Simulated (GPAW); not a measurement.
The system is NiAu3.

```
Au Ni
1.0
     4.02817    0.00000    0.00000
     0.00000    4.02817    0.00000
     0.00000    0.00000    4.02817
Au Ni
3 1
Direct
  0.50000 0.50000 0.00000
  0.00000 0.50000 0.50000
  0.50000 0.00000 0.50000
  0.00000 0.00000 0.00000
```

The cell comes from a database or a generator and needn't be the stable form of this composition.

```yaml
Program: GPAW 26.7.0
Task: relaxation of cell and atoms
Functional: PBEsol
Potentials_or_basis: PAW data sets generated in the run's folder for this functional
Cutoff: 600 eV
Basis: pw
k_mesh: 5 × 5 × 5
Occupations: fermi-dirac, width 0.05 eV
Spin: collinear spin, ferromagnetic start
Starting_moments: "[0.0, 0.0, 0.0, 1.0] μB"
```

At the start: pressure -7.1 GPa; volume 16.34 Å³/atom.

Q: Where does the relaxation end?

A: Over 4 steps the energy falls by 16.5 meV/atom and the volume is 15.64 Å³/atom (-4.3 %); space group Pm-3m (No. 221, to 0.05 Å); moment 0.00 μB per cell.

Step by step:
| step | energy change (eV) | largest force (eV/Å) | pressure (GPa) | volume (Å³) |
| --- | --- | --- | --- | --- |
| 1 | 0.0000 | 0.0000 | -7.14 | 65.36 |
| 2 | -0.0209 | 0.0000 | -6.01 | 64.85 |
| 3 | -0.0656 | 0.0000 | 0.60 | 62.35 |
| 4 | -0.0660 | 0.0000 | -0.04 | 62.57 |

Final structure:
```
Au Ni
1.0
     3.96990    0.00000    0.00000
     0.00000    3.96990    0.00000
     0.00000    0.00000    3.96990
Au Ni
3 1
Direct
  0.50000 0.50000 0.00000
  0.00000 0.50000 0.50000
  0.50000 0.00000 0.50000
  0.00000 0.00000 0.00000
```

Caveat: with this Au data set, volumes or pressures lay over 1.5 % or 2 GPa off other programs in two to four cells of ten; each step starts from the last one's moments, so a moment once lost doesn't come back; the stock nickel data set gives pressures a few GPa off other programs; later steps reuse the first step's grids.
